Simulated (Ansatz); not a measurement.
# In2O3: a point defect seen from the nuclei (Y on an In site), part 2 of 3

Wanted: the field gradients around Y on an In site in In2O3, cell charge 0, before and after the neighbours move. The cell is a supercell built from a structure deposited in the COD. Planned: a single point, then a relaxation, then a check of kind with algorithm.

Ansatz 0.2.0; DFT, PBE, plane-wave PAW, default files, scalar-relativistic, as far as a step names no other. Earlier steps stand in the parts before.

## (3) Ions relaxed

input.yaml reads:

```yaml
crystal:
  lattice:
    - [-5.487, -3.167920927, 4.8366666667]
    - [5.487, -3.167920927, 4.8366666667]
    - [0.0, 6.335841854, 4.8366666667]
  atoms:
    - { symbol: "Y", position: [0.35731, 0.35731, 0.35731] }
    - { symbol: In, position: [0.85731, 0.85731, 0.35731] }
    - { symbol: In, position: [0.85731, 0.35731, 0.85731] }
    - { symbol: In, position: [0.35731, 0.85731, 0.85731] }
    - { symbol: In, position: [0.14269, 0.14269, 0.14269] }
    - { symbol: In, position: [0.64269, 0.64269, 0.14269] }
    - { symbol: In, position: [0.64269, 0.14269, 0.64269] }
    - { symbol: In, position: [0.14269, 0.64269, 0.64269] }
    - { symbol: In, position: [0.64269, 0.64269, 0.64269] }
    - { symbol: In, position: [0.14269, 0.14269, 0.64269] }
    - { symbol: In, position: [0.14269, 0.64269, 0.14269] }
    - { symbol: In, position: [0.64269, 0.14269, 0.14269] }
    - { symbol: In, position: [0.85731, 0.85731, 0.85731] }
    - { symbol: In, position: [0.35731, 0.35731, 0.85731] }
    - { symbol: In, position: [0.35731, 0.85731, 0.35731] }
    - { symbol: In, position: [0.85731, 0.35731, 0.35731] }
    - { symbol: O, position: [0.601, 0.399, 0.75] }
    - { symbol: O, position: [0.101, 0.899, 0.75] }
    - { symbol: O, position: [0.101, 0.399, 0.25] }
    - { symbol: O, position: [0.601, 0.899, 0.25] }
    - { symbol: O, position: [0.75, 0.601, 0.399] }
    - { symbol: O, position: [0.25, 0.101, 0.399] }
    - { symbol: O, position: [0.25, 0.601, 0.899] }
    - { symbol: O, position: [0.75, 0.101, 0.899] }
    - { symbol: O, position: [0.399, 0.75, 0.601] }
    - { symbol: O, position: [0.899, 0.25, 0.601] }
    - { symbol: O, position: [0.899, 0.75, 0.101] }
    - { symbol: O, position: [0.399, 0.25, 0.101] }
    - { symbol: O, position: [0.399, 0.601, 0.25] }
    - { symbol: O, position: [0.899, 0.101, 0.25] }
    - { symbol: O, position: [0.899, 0.601, 0.75] }
    - { symbol: O, position: [0.399, 0.101, 0.75] }
    - { symbol: O, position: [0.25, 0.399, 0.601] }
    - { symbol: O, position: [0.75, 0.899, 0.601] }
    - { symbol: O, position: [0.75, 0.399, 0.101] }
    - { symbol: O, position: [0.25, 0.899, 0.101] }
    - { symbol: O, position: [0.601, 0.25, 0.399] }
    - { symbol: O, position: [0.101, 0.75, 0.399] }
    - { symbol: O, position: [0.101, 0.25, 0.899] }
    - { symbol: O, position: [0.601, 0.75, 0.899] }
kpoints:
  mp_grid: { grid: [3, 3, 3] }
scf:
  occupations: { method: fermi_dirac, width: 0.01 }
hamiltonian:
  xc: pbe
  pseudopotentials: { kind: paw }
output:
  forces: true
  stress: true
  populations: true
  efg:
    quadrupole_moments_barn: { In: 0.772, O: -0.02558 }
    contact_densities: true
  write_density: true
  write_potential: true
  elf: true
  volumetric_format: npy
relax:
  f_tol: 0.03
  max_steps: 40
```

Run with:

```console
$ ansatz run input.yaml --threads 1 --pin off --max-ram 3072MiB --backend cpu --events-out ev --progress --plain --runs-dir out
```

The program printed:

```text
Warning: output.stress: scf.convergence.dr2_threshold = 1e-7 eV (the SCF's general default) is looser than the 4e-9 eV advised for a printed stress (1e-10 eV for each atom of the cell: 40). What an SCF threshold leaves in a stress goes as its square root, and in the free energy as the threshold itself, and one threshold admits the most on a small cell: of the crystals measured, under no hybrid functional and no lock of the moments, on runs that ended without the residual-converged pass, on stresses that held no estimate of that error, the worst erred by over 100 MPa in a component at 1e-7 eV an atom and by under 5 at 1e-10. Every solve of this run answers to scf.convergence.dr2_threshold, and the tensor of one is reported: a single SCF on the reported geometry and on this run's grids (its basis.xc_grid and basis.ecutrho_ratio typed), with scf.convergence.dr2_threshold at 4e-9 eV or tighter, prints it and tightens no other solve. Else set scf.convergence.dr2_threshold to 4e-9 eV or tighter. The threshold is an SCF's pass mark: one that does not reach it within its budget of iterations ends unconverged, or closes short of it on a stop that the run arms, and scf.convergence.dr2_threshold's page says what that costs each kind of run
Warning: RAYON_NUM_THREADS=1 ignored (pool sized by the plan → 1); use --threads N
Y, In: output.efg is read without spin–orbit coupling, which moves field gradients at and beside such atoms by some per cent and up to a factor of two; PAW files take it under magnetization.noncollinear and magnetization.spin_orbit
[... 10 set-up lines as earlier in the session ...]
Crystal: 40 atoms, lattice volume = 504.437 Å³
Basis set: ecut = 420 eV, 9899 PW (Γ), exchange–correlation on 108×108×108 points (8 copies of the dense FFT grid, shifted against one another)
Bands: 215, of which v1, the nominal top of the filled ones, is band 175 counted from 1 (174 counted from 0)
[... 2 set-up lines as earlier in the session ...]
k-points: 6 of 27 (time reversal used)
[... 10 set-up lines as earlier in the session ...]
SCF iter   1: F=—  HF=-101440.457407 eV  |F-HF|=—  |Δ(HF+E_count)|=         —  Δρ=1.24e-3  dr2=6.92e-3  ethr=1.77e-3  ⟨swp⟩=6.0  Hψ=5194  notcnv=0  defer=29
preconditioner: auto → Resta (q_TF=auto, 2.567 Å⁻¹)  ε∞=4.6  [insulator: Δε(μ)=1.555 eV  Ē_g=16.338 eV  σ=0.010 eV  W_gap=1.00  n_scr=152 (ndim 8)  ℏωp=30.8 eV  f_vac=0.019  D(μ)=0.00/eV (n_scr^D=0)  ε∞_Penn≈4.6]
SCF iter   2: F=—  HF=-101440.461977 eV  |F-HF|=—  |Δ(HF+E_count)|=   4.57e-3  Δρ=6.56e-4  dr2=1.57e-3  ethr=1.98e-6  ⟨swp⟩=2.0  Hψ=2561  notcnv=0  defer=211
SCF iter   3: F=—  HF=-101440.463254 eV  |F-HF|=—  |Δ(HF+E_count)|=   1.28e-3  Δρ=3.09e-4  dr2=5.36e-4  ethr=4.49e-7  ⟨swp⟩=2.0  Hψ=2151  notcnv=0  defer=211
SCF iter   4: F=—  HF=-101440.463259 eV  |F-HF|=—  |Δ(HF+E_count)|=   5.34e-6  Δρ=7.52e-5  dr2=2.83e-5  ethr=1.53e-7  ⟨swp⟩=2.0  Hψ=1668  notcnv=0  defer=211
iter 5 did not close the SCF: its close was put off for the readings that it lacked (scf_convergence_deferred on its scf_iter line)
SCF iter   5: F=-101440.463259 eV  HF=-101440.463265 eV  |F-HF|=6.03e-6  |Δ(HF+E_count)|=   5.56e-6  Δρ=5.04e-5  dr2=1.11e-5  ethr=8.08e-9  ⟨swp⟩=2.0  Hψ=2123  notcnv=0  defer=211
SCF iter   6: F=-101440.463264 eV  HF=-101440.463264 eV  |F-HF|=4.09e-7  |Δ(HF+E_count)|=   6.89e-7  Δρ=1.37e-5  dr2=8.06e-7  ethr=3.17e-9  ⟨swp⟩=7.0  Hψ=9477  notcnv=0
SCF 1 converged in 6 iterations: F = -101440.463264 eV  dr2 = 8.06e-7
relax step   1: F+E_penalty+E_count = -101440.46326433 eV  Δ(F+E_penalty+E_count) = +0.000e0 eV  max|allowed force component| = 1.016e0 eV/Å  Δτ_max = 0.0000 Å  (6 SCF iters, dr2 threshold 2.25e-5 eV, accepted)
Initial density: handed on by an earlier stage of this run
Initial wavefunctions: those handed on with the density
iter 1 solved again at ethr=4.47e-5 eV; its pass at ethr=3.10e-3 eV (dr2=1.56e-1 eV) is discarded
SCF iter   1: F=—  HF=-101440.669560 eV  |F-HF|=—  |Δ(HF+E_count)|=         —  Δρ=6.20e-3  dr2=1.59e-1  ethr=4.47e-5  ⟨swp⟩=2.0  Hψ=3763  notcnv=0  defer=211
preconditioner: auto → Resta (q_TF=auto, 2.567 Å⁻¹)  ε∞=4.6  [insulator: Δε(μ)=1.530 eV  Ē_g=16.314 eV  σ=0.010 eV  W_gap=1.00  n_scr=152 (ndim 8)  ℏωp=30.8 eV  f_vac=0.017  D(μ)=0.00/eV (n_scr^D=0)  ε∞_Penn≈4.6]
SCF iter   2: F=—  HF=-101440.631166 eV  |F-HF|=—  |Δ(HF+E_count)|=   3.84e-2  Δρ=2.79e-3  dr2=3.13e-2  ethr=4.47e-5  ⟨swp⟩=2.2  Hψ=2153  notcnv=0  defer=211
SCF iter   3: F=—  HF=-101440.626166 eV  |F-HF|=—  |Δ(HF+E_count)|=   5.00e-3  Δρ=1.24e-3  dr2=7.49e-3  ethr=8.93e-6  ⟨swp⟩=2.7  Hψ=2163  notcnv=0  defer=211
SCF iter   4: F=—  HF=-101440.624828 eV  |F-HF|=—  |Δ(HF+E_count)|=   1.34e-3  Δρ=2.95e-4  dr2=5.65e-4  ethr=2.14e-6  ⟨swp⟩=2.0  Hψ=2181  notcnv=0  defer=211
SCF iter   5: F=-101440.624772 eV  HF=-101440.624782 eV  |F-HF|=1.01e-5  |Δ(HF+E_count)|=   4.54e-5  Δρ=8.55e-5  dr2=4.08e-5  ethr=1.84e-8  ⟨swp⟩=8.0  Hψ=9978  notcnv=0
SCF 2 converged in 5 iterations: F = -101440.624772 eV  dr2 = 4.08e-5
relax step   2: F+E_penalty+E_count = -101440.62477230 eV  Δ(F+E_penalty+E_count) = -1.615e-1 eV  max|allowed force component| = 1.602e-1 eV/Å  Δτ_max = 0.0843 Å  (5 SCF iters, dr2 threshold 6.45e-5 eV, accepted)
SCF iter   1: F=—  HF=-101440.640677 eV  |F-HF|=—  |Δ(HF+E_count)|=         —  Δρ=1.73e-3  dr2=8.86e-3  ethr=3.20e-5  ⟨swp⟩=4.3  Hψ=2655  notcnv=0  defer=209
preconditioner: auto → Resta (q_TF=auto, 2.567 Å⁻¹)  ε∞=4.6  [insulator: Δε(μ)=1.565 eV  Ē_g=16.304 eV  σ=0.010 eV  W_gap=1.00  n_scr=152 (ndim 8)  ℏωp=30.8 eV  f_vac=0.019  D(μ)=0.00/eV (n_scr^D=0)  ε∞_Penn≈4.6]
SCF iter   2: F=—  HF=-101440.637912 eV  |F-HF|=—  |Δ(HF+E_count)|=   2.77e-3  Δρ=7.39e-4  dr2=1.45e-3  ethr=2.53e-6  ⟨swp⟩=2.0  Hψ=2005  notcnv=0  defer=209
SCF iter   3: F=—  HF=-101440.639086 eV  |F-HF|=—  |Δ(HF+E_count)|=   1.17e-3  Δρ=2.28e-4  dr2=2.34e-4  ethr=4.14e-7  ⟨swp⟩=2.0  Hψ=2125  notcnv=0  defer=209
SCF iter   4: F=—  HF=-101440.639058 eV  |F-HF|=—  |Δ(HF+E_count)|=   2.74e-5  Δρ=8.93e-5  dr2=3.87e-5  ethr=6.69e-8  ⟨swp⟩=2.0  Hψ=2006  notcnv=0  defer=209
SCF iter   5: F=—  HF=-101440.639057 eV  |F-HF|=—  |Δ(HF+E_count)|=   1.50e-6  Δρ=2.69e-5  dr2=4.58e-6  ethr=1.11e-8  ⟨swp⟩=2.0  Hψ=1897  notcnv=0  defer=209
SCF iter   6: F=-101440.639056 eV  HF=-101440.639057 eV  |F-HF|=8.46e-7  |Δ(HF+E_count)|=   3.02e-8  Δρ=1.64e-5  dr2=1.25e-6  ethr=4.58e-10  ⟨swp⟩=8.2  Hψ=8666  notcnv=0
SCF 3 converged in 6 iterations: F = -101440.639056 eV  dr2 = 1.25e-6
relax step   3: F+E_penalty+E_count = -101440.63905609 eV  Δ(F+E_penalty+E_count) = -1.428e-2 eV  max|allowed force component| = 3.684e-2 eV/Å  Δτ_max = 0.0179 Å  (6 SCF iters, dr2 threshold 1.60e-6 eV, accepted)
SCF iter   1: F=—  HF=-101440.639239 eV  |F-HF|=—  |Δ(HF+E_count)|=         —  Δρ=6.72e-4  dr2=1.13e-3  ethr=4.75e-6  ⟨swp⟩=3.5  Hψ=2648  notcnv=0  defer=209
preconditioner: auto → Resta (q_TF=auto, 2.567 Å⁻¹)  ε∞=4.6  [insulator: Δε(μ)=1.564 eV  Ē_g=16.306 eV  σ=0.010 eV  W_gap=1.00  n_scr=152 (ndim 8)  ℏωp=30.8 eV  f_vac=0.019  D(μ)=0.00/eV (n_scr^D=0)  ε∞_Penn≈4.6]
SCF iter   2: F=—  HF=-101440.638947 eV  |F-HF|=—  |Δ(HF+E_count)|=   2.92e-4  Δρ=3.05e-4  dr2=2.33e-4  ethr=3.22e-7  ⟨swp⟩=2.0  Hψ=1916  notcnv=0  defer=209
SCF iter   3: F=—  HF=-101440.638907 eV  |F-HF|=—  |Δ(HF+E_count)|=   4.07e-5  Δρ=9.88e-5  dr2=4.86e-5  ethr=6.67e-8  ⟨swp⟩=2.0  Hψ=2125  notcnv=0  defer=209
SCF iter   4: F=—  HF=-101440.640390 eV  |F-HF|=—  |Δ(HF+E_count)|=   1.48e-3  Δρ=4.02e-5  dr2=8.92e-6  ethr=1.39e-8  ⟨swp⟩=2.0  Hψ=2007  notcnv=0  defer=209
SCF iter   5: F=—  HF=-101440.640389 eV  |F-HF|=—  |Δ(HF+E_count)|=   5.80e-7  Δρ=1.09e-5  dr2=8.03e-7  ethr=2.55e-9  ⟨swp⟩=2.0  Hψ=1741  notcnv=0  defer=209
SCF iter   6: F=—  HF=-101440.640389 eV  |F-HF|=—  |Δ(HF+E_count)|=   1.20e-7  Δρ=6.98e-6  dr2=2.16e-7  ethr=2.29e-10  ⟨swp⟩=2.2  Hψ=2099  notcnv=0  defer=209
SCF iter   7: F=-101440.640389 eV  HF=-101440.640389 eV  |F-HF|=1.01e-8  |Δ(HF+E_count)|=   1.19e-8  Δρ=1.61e-6  dr2=1.29e-8  ethr=2.86e-11  ⟨swp⟩=7.0  Hψ=6989  notcnv=0
SCF 4 converged in 7 iterations: F = -101440.640389 eV  dr2 = 1.29e-8
relax step   4: F+E_penalty+E_count = -101440.64038936 eV  Δ(F+E_penalty+E_count) = -1.333e-3 eV  max|allowed force component| = 1.604e-2 eV/Å  Δτ_max = 0.0061 Å  (7 SCF iters, accepted)
NSCF: frozen V_eff on 6 k-points
the band table was solved once a step of the walk had ended and its energy, with any forces and stress, was formed, with the checks that follow a solve (5538 applications of the Hamiltonian). They found nothing against the state; the energy, forces and stress were not computed again (output.eigenvalues in the input reference)
SCF converged after 7 iterations
Free energy (F): -101440.640389 eV
Harris-Foulkes:  -101440.640389 eV  (|F-HF|=1.01e-8)
Internal energy: -101440.640389 eV  (E = F + TS)
E sigma→0 (E₀):  -101440.640389 eV
Fermi energy:    9.871299 eV
--- Per-component energies (eV) ---
[... 14 lines left out ...]
--- Forces (eV/Å), atoms counted from 1 ---
  atom   1  Y      0.00000000     0.00000000     0.01604505
  atom   2  In     0.00470005     0.00025301     0.00085078
  atom   3  In    -0.00213091    -0.00419687     0.00085078
  atom   4  In    -0.00256914     0.00394386     0.00085078
  atom   5  In     0.00000000     0.00000000     0.00289109
  atom   6  In    -0.00207595     0.00374983    -0.00000511
[... 34 lines left out ...]
  max |Σ_I F_I| component: 8.65e-5 eV/Å
--- Stress (GPa, compression-positive) ---
       10.359681      -0.000000      -0.000000
        0.000000      10.359681       0.000000
       -0.000000       0.000000       8.471403
  P = ⅓ Tr σ = 9.7303 GPa (97.303 kbar)
--- PAW observables at the nuclei: V_zz in 10²¹ V/m², potentials from the cell's mean, atoms counted from 1 ---
  atom   1  Y  V_zz =    +6.091582   η = 0.0000   by run symmetry: allowed
            electrostatic potential = -5719.158300 V   contact ρ = 443895.115795 e/Å³
  atom   2  In V_zz =    +5.186268   η = 0.0495   by run symmetry: allowed   C_q = +96.8114 MHz
            electrostatic potential = -7941.730306 V   contact ρ = 1132926.107535 e/Å³
  atom   3  In V_zz =    +5.186268   η = 0.0495   by run symmetry: allowed   C_q = +96.8114 MHz
            electrostatic potential = -7941.730306 V   contact ρ = 1132926.107540 e/Å³
  atom   4  In V_zz =    +5.186268   η = 0.0495   by run symmetry: allowed   C_q = +96.8114 MHz
            electrostatic potential = -7941.730306 V   contact ρ = 1132926.107542 e/Å³
  atom   5  In V_zz =    +5.103750   η = 0.0000   by run symmetry: allowed   C_q = +95.2711 MHz
            electrostatic potential = -7941.826633 V   contact ρ = 1132925.970651 e/Å³
  atom   6  In V_zz =    +4.738303   η = 0.1788   by run symmetry: allowed   C_q = +88.4493 MHz
            electrostatic potential = -7941.766881 V   contact ρ = 1132925.386133 e/Å³
  atom   7  In V_zz =    +4.738303   η = 0.1788   by run symmetry: allowed   C_q = +88.4493 MHz
            electrostatic potential = -7941.766881 V   contact ρ = 1132925.386129 e/Å³
  atom   8  In V_zz =    +4.738303   η = 0.1788   by run symmetry: allowed   C_q = +88.4493 MHz
            electrostatic potential = -7941.766881 V   contact ρ = 1132925.386133 e/Å³
  atom   9  In V_zz =    +4.119108   η = 0.0000   by run symmetry: allowed   C_q = +76.8909 MHz
            electrostatic potential = -7941.744787 V   contact ρ = 1132925.985187 e/Å³
  atom  10  In V_zz =    +4.787145   η = 0.2940   by run symmetry: allowed   C_q = +89.3610 MHz
            electrostatic potential = -7941.743927 V   contact ρ = 1132925.583494 e/Å³
  atom  11  In V_zz =    +4.787145   η = 0.2940   by run symmetry: allowed   C_q = +89.3610 MHz
            electrostatic potential = -7941.743927 V   contact ρ = 1132925.583498 e/Å³
  atom  12  In V_zz =    +4.787145   η = 0.2940   by run symmetry: allowed   C_q = +89.3610 MHz
            electrostatic potential = -7941.743927 V   contact ρ = 1132925.583497 e/Å³
  atom  13  In V_zz =    +4.724996   η = 0.0000   by run symmetry: allowed   C_q = +88.2009 MHz
            electrostatic potential = -7941.731146 V   contact ρ = 1132925.825486 e/Å³
  atom  14  In V_zz =    +4.836446   η = 0.5297   by run symmetry: allowed   C_q = +90.2813 MHz
            electrostatic potential = -7941.788303 V   contact ρ = 1132925.210590 e/Å³
  atom  15  In V_zz =    +4.836446   η = 0.5297   by run symmetry: allowed   C_q = +90.2813 MHz
            electrostatic potential = -7941.788303 V   contact ρ = 1132925.210593 e/Å³
  atom  16  In V_zz =    +4.836446   η = 0.5297   by run symmetry: allowed   C_q = +90.2813 MHz
            electrostatic potential = -7941.788303 V   contact ρ = 1132925.210590 e/Å³
  atom  17  O  V_zz =    -4.310728   η = 0.5941   by run symmetry: allowed   C_q = +2.6663 MHz
            electrostatic potential = -627.727413 V   contact ρ = 2157.970546 e/Å³
  atom  18  O  V_zz =    -4.429015   η = 0.5192   by run symmetry: allowed   C_q = +2.7394 MHz
            electrostatic potential = -627.671796 V   contact ρ = 2157.918912 e/Å³
  atom  19  O  V_zz =    -5.753448   η = 0.6042   by run symmetry: allowed   C_q = +3.5586 MHz
            electrostatic potential = -627.830525 V   contact ρ = 2157.438557 e/Å³
  atom  20  O  V_zz =    -4.310863   η = 0.4675   by run symmetry: allowed   C_q = +2.6664 MHz
            electrostatic potential = -627.743377 V   contact ρ = 2157.919540 e/Å³
  atom  21  O  V_zz =    -4.310728   η = 0.5941   by run symmetry: allowed   C_q = +2.6663 MHz
            electrostatic potential = -627.727413 V   contact ρ = 2157.970546 e/Å³
  atom  22  O  V_zz =    -5.753448   η = 0.6042   by run symmetry: allowed   C_q = +3.5586 MHz
            electrostatic potential = -627.830525 V   contact ρ = 2157.438557 e/Å³
  atom  23  O  V_zz =    -4.310863   η = 0.4675   by run symmetry: allowed   C_q = +2.6664 MHz
            electrostatic potential = -627.743377 V   contact ρ = 2157.919540 e/Å³
  atom  24  O  V_zz =    -4.429015   η = 0.5192   by run symmetry: allowed   C_q = +2.7394 MHz
            electrostatic potential = -627.671796 V   contact ρ = 2157.918911 e/Å³
  atom  25  O  V_zz =    -4.310728   η = 0.5941   by run symmetry: allowed   C_q = +2.6663 MHz
            electrostatic potential = -627.727413 V   contact ρ = 2157.970546 e/Å³
  atom  26  O  V_zz =    -4.310863   η = 0.4675   by run symmetry: allowed   C_q = +2.6664 MHz
            electrostatic potential = -627.743377 V   contact ρ = 2157.919540 e/Å³
  atom  27  O  V_zz =    -4.429015   η = 0.5192   by run symmetry: allowed   C_q = +2.7394 MHz
            electrostatic potential = -627.671796 V   contact ρ = 2157.918912 e/Å³
  atom  28  O  V_zz =    -5.753448   η = 0.6042   by run symmetry: allowed   C_q = +3.5586 MHz
            electrostatic potential = -627.830525 V   contact ρ = 2157.438557 e/Å³
  atom  29  O  V_zz =    +4.754123   η = 0.9731   by run symmetry: allowed   C_q = -2.9405 MHz
            electrostatic potential = -627.999620 V   contact ρ = 2157.510851 e/Å³
  atom  30  O  V_zz =    -4.297483   η = 0.6254   by run symmetry: allowed   C_q = +2.6581 MHz
            electrostatic potential = -627.768334 V   contact ρ = 2157.925684 e/Å³
  atom  31  O  V_zz =    -4.282351   η = 0.6296   by run symmetry: allowed   C_q = +2.6487 MHz
            electrostatic potential = -627.704688 V   contact ρ = 2157.911346 e/Å³
  atom  32  O  V_zz =    -4.547804   η = 0.5543   by run symmetry: allowed   C_q = +2.8129 MHz
            electrostatic potential = -627.719946 V   contact ρ = 2157.963639 e/Å³
  atom  33  O  V_zz =    +4.754123   η = 0.9731   by run symmetry: allowed   C_q = -2.9405 MHz
            electrostatic potential = -627.999620 V   contact ρ = 2157.510851 e/Å³
  atom  34  O  V_zz =    -4.282351   η = 0.6296   by run symmetry: allowed   C_q = +2.6487 MHz
            electrostatic potential = -627.704688 V   contact ρ = 2157.911346 e/Å³
  atom  35  O  V_zz =    -4.547804   η = 0.5543   by run symmetry: allowed   C_q = +2.8129 MHz
            electrostatic potential = -627.719946 V   contact ρ = 2157.963639 e/Å³
  atom  36  O  V_zz =    -4.297483   η = 0.6254   by run symmetry: allowed   C_q = +2.6581 MHz
            electrostatic potential = -627.768334 V   contact ρ = 2157.925684 e/Å³
  atom  37  O  V_zz =    +4.754123   η = 0.9731   by run symmetry: allowed   C_q = -2.9405 MHz
            electrostatic potential = -627.999620 V   contact ρ = 2157.510851 e/Å³
  atom  38  O  V_zz =    -4.547804   η = 0.5543   by run symmetry: allowed   C_q = +2.8129 MHz
            electrostatic potential = -627.719946 V   contact ρ = 2157.963639 e/Å³
  atom  39  O  V_zz =    -4.297483   η = 0.6254   by run symmetry: allowed   C_q = +2.6581 MHz
            electrostatic potential = -627.768334 V   contact ρ = 2157.925684 e/Å³
  atom  40  O  V_zz =    -4.282351   η = 0.6296   by run symmetry: allowed   C_q = +2.6487 MHz
            electrostatic potential = -627.704688 V   contact ρ = 2157.911346 e/Å³
--- Band table (eV; the first three rows and the last of 6) ---
[... 4 lines left out ...]
--- Relaxed structure (4 steps of the walk, 4 accepted, 0 SCFs on fresh bases) ---
  F+E_penalty+E_count = -101440.64038936 eV   max|allowed force component| = 1.604e-2 eV/Å
  atoms:
[... 40 lines left out ...]
--- Löwdin populations: 40 sites ---
  site symbol       q [e]
[... 40 lines left out ...]
  spilling = 0.003064 (of n_electrons = 350.000000)
```

Wall time 6 min (1 thread of Arm Neoverse V2, shared host); peak memory 1.3 GiB.

Relaxation path:

| step | energy change (eV) | largest force component (eV/Å) |
| --- | --- | --- |
| 1 | 0.0000 | 1.016 |
| 2 | -0.1615 | 0.160 |
| 3 | -0.1758 | 0.037 |
| 4 | -0.1771 | 0.016 |

Atom 33 and its like (O) moved farthest, 0.074 Å; the mean move was 0.024 Å.

State: gap on the mesh 1.56 eV, largest force 0.016 eV/Å, pressure 9.7 GPa.

What changed since step 2 (V_zz in 10²¹ V/m²; 11 of 16 rows, with the four largest changes of size):

| site | atoms | V_zz, PBE | V_zz, PBE relaxed | η, PBE | η, PBE relaxed |
| --- | --- | --- | --- | --- | --- |
| Y | 1 | 5.78 | 6.09 | 0.00 | 0.00 |
| O29 | 29, 33, 37 | 4.87 | 4.75 | 0.87 | 0.97 |
| O19 | 19, 22, 28 | -5.99 | -5.75 | 0.57 | 0.60 |
| In5 | 5 | 4.58 | 5.10 | 0.00 | 0.00 |
| In10 | 10, 11, 12 | 4.73 | 4.79 | 0.01 | 0.29 |
| In6 | 6, 7, 8 | 4.97 | 4.74 | 0.08 | 0.18 |
| O32 | 32, 35, 38 | -4.61 | -4.55 | 0.56 | 0.55 |
| O17 | 17, 21, 25 | -4.45 | -4.31 | 0.56 | 0.59 |
| In14 | 14, 15, 16 | 4.88 | 4.84 | 0.13 | 0.53 |
| In9 | 9 | 4.79 | 4.12 | 0.00 | 0.00 |
| In2 | 2, 3, 4 | 4.86 | 5.19 | 0.01 | 0.05 |

The printed gradients, by site: 11 of 16, those nearest the defect, the farthest of each element and the two largest gradients.

| site | atoms | distance from the defect (Å) | V_zz (10²¹ V/m²) | η | C_Q (MHz) |
| --- | --- | --- | --- | --- | --- |
| Y | 1 | 0.00 | 6.09 | 0.00 | – |
| O29 | 29, 33, 37 | 2.17 | 4.75 | 0.97 | -2.94 (¹⁷O) |
| O19 | 19, 22, 28 | 2.31 | -5.75 | 0.60 | 3.56 (¹⁷O) |
| In5 | 5 | 3.19 | 5.10 | 0.00 | 95.3 (¹¹⁵In) |
| In10 | 10, 11, 12 | 3.28 | 4.79 | 0.29 | 89.4 (¹¹⁵In) |
| In6 | 6, 7, 8 | 3.60 | 4.74 | 0.18 | 88.4 (¹¹⁵In) |
| O32 | 32, 35, 38 | 3.63 | -4.55 | 0.55 | 2.81 (¹⁷O) |
| O17 | 17, 21, 25 | 3.75 | -4.31 | 0.59 | 2.67 (¹⁷O) |
| In14 | 14, 15, 16 | 3.96 | 4.84 | 0.53 | 90.3 (¹¹⁵In) |
| O18 | 18, 24, 27 | 5.15 | -4.43 | 0.52 | 2.74 (¹⁷O) |
| In13 | 13 | 6.77 | 4.72 | 0.00 | 88.2 (¹¹⁵In) |

Direction of the V_zz axis (Cartesian unit vector):

| site | atom | x | y | z |
| --- | --- | --- | --- | --- |
| Y | 1 | 0.00 | 0.00 | 1.00 |
| In2 | 2 | 0.01 | -0.04 | 1.00 |
| In5 | 5 | 0.00 | 0.00 | 1.00 |
| In6 | 6 | 0.06 | 0.07 | 1.00 |
| In9 | 9 | 0.00 | 0.00 | 1.00 |
| In10 | 10 | -0.01 | -0.03 | 1.00 |
| In13 | 13 | 0.00 | 0.00 | 1.00 |
| In14 | 14 | 0.11 | -0.10 | 0.99 |
| O17 | 17 | 0.01 | 0.60 | 0.80 |
| O18 | 18 | -0.02 | 0.61 | 0.79 |

The sizes of the gradients above 0.15 moved by 4 % in the median, 14 % at the site that moves most (small gradients counted from 0.15; In9, 4.79 to 4.12).

(Part 2 of 3 ends here.)
